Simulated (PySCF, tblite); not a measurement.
# C₇H₅NO₂: geometry, infrared bands and NMR shifts

Aim: predict the infrared bands and NMR shifts of C₇H₅NO₂ (`CC1(C#N)C(=O)C=CC1=O`).

The runs use tblite 0.8.0 and PySCF 2.14.0, with density-fitted response routines of our own; the level of theory stands in each step. All values are computed, except where a source is named. Atoms count from 0, in the outputs and in this text.

### 1 The molecule as given

15 atoms, charge 0, multiplicity 1; geometry from: force field or distance geometry start.

Bonds of the start (Å): C0–C1 1.51, C1–C2 1.47, C2–N3 1.16, C1–C4 1.51, C4–O5 1.22, C4–C6 1.49, C6–C7 1.33, C7–C8 1.48, C8–O9 1.22, C8–C1 1.50, C0–H10 1.10, C0–H11 1.09, C0–H12 1.11, C6–H13 1.08, C7–H14 1.07.

### 2 Geometry optimisation with GFN2-xTB

Job settings and geometry (Å):

```
{"job": {"kind": "relax", "xc": "GFN2-xTB", "basis": "xTB"}, "charge": 0, "multiplicity": 1}
C     -1.549000    -0.406000    -0.760400
C     -0.510600     0.017800     0.246200
C     -1.068100     0.316300     1.568100
N     -1.523700     0.573100     2.599800
C      0.572000    -1.031200     0.390200
O      0.428000    -2.197500     0.707300
C      1.895300    -0.461100     0.026200
C      1.748500     0.816400    -0.331300
C      0.315000     1.170900    -0.247200
O     -0.105300     2.275700    -0.567000
H     -2.099000    -1.302100    -0.433500
H     -1.111400    -0.631600    -1.732100
H     -2.303000     0.391700    -0.906000
H      2.809200    -1.039900     0.071200
H      2.497800     1.515500    -0.653300
```

On the command line:

```console
$ OMP_NUM_THREADS=1 python probes_run.py task.json out
```

The driver reads the jobs from task.json and runs them one after another.

**Question.** This job is followed by: GFN2-xTB harmonic vibrations, gas phase; GIAO PBE0/pcSseg-1 NMR shielding, non-relativistic, gas phase. What will the session give for the following? strongest single infrared mode (GFN2-xTB); zero-point energy (GFN2-xTB); ¹³C shifts against TMS (PBE0/pcSseg-1, means over atoms taken as alike); ¹H shifts against TMS (PBE0/pcSseg-1, means over atoms taken as alike); ¹⁵N shifts against NH3 (PBE0/pcSseg-1); ¹⁷O shifts against H2O (PBE0/pcSseg-1, means over atoms taken as alike); surface potential, 1st and 99th percentile.

As calculated:

| quantity | value |
| --- | --- |
| strongest single infrared mode (GFN2-xTB) | 1782 cm⁻¹, 706 km/mol |
| zero-point energy (GFN2-xTB) | 64.3 kcal/mol |
| ¹³C shifts against TMS (PBE0/pcSseg-1, means over atoms taken as alike) | 201.5, 157.1, 120.7, 45.7, 17.6 ppm |
| ¹H shifts against TMS (PBE0/pcSseg-1, means over atoms taken as alike) | 7.52, 1.61 ppm |
| ¹⁵N shifts against NH3 (PBE0/pcSseg-1) | 304.3 ppm |
| ¹⁷O shifts against H2O (PBE0/pcSseg-1, means over atoms taken as alike) | 664.9 ppm |
| surface potential, 1st and 99th percentile | -1.59 V and 1.76 V |

What this shows: The optimisation took 56 steps and gained 0.227 eV; among the close pairs (by a distance rule), C1–C8 changed most, from 1.502 to 1.541 Å. No mode is imaginary among the 39: a minimum at this level. The strongest single mode, at 1782 cm⁻¹, is carried by C8, C4, O9, O5. Unscaled tight-binding wavenumbers are off by several per cent, some by more. Its intensities can rank the bands wrongly. C4, C8 (mean) (ketone carbonyl carbon) lies farthest downfield among carbon, at 201.5 ppm; low-lying n→π* states of the double bond to the heteroatom give a large paramagnetic term (-261 ppm). H13, H14 (mean) (hydrogen on a β carbon of a C=C–C=O unit) lies farthest downfield among hydrogen, at 7.52 ppm; olefinic region. At PBE0/pcSseg-1: Shielding is most anisotropic at O5, O9 (span 1335 ppm, paramagnetic term -727 ppm). By nearest atom (PBE0/pcSseg-1), the HOMO sits on O5, O9 about 28 % each; C1 14 % and the LUMO on C6, C7 about 19 % each; O5, O9 about 14 % each.
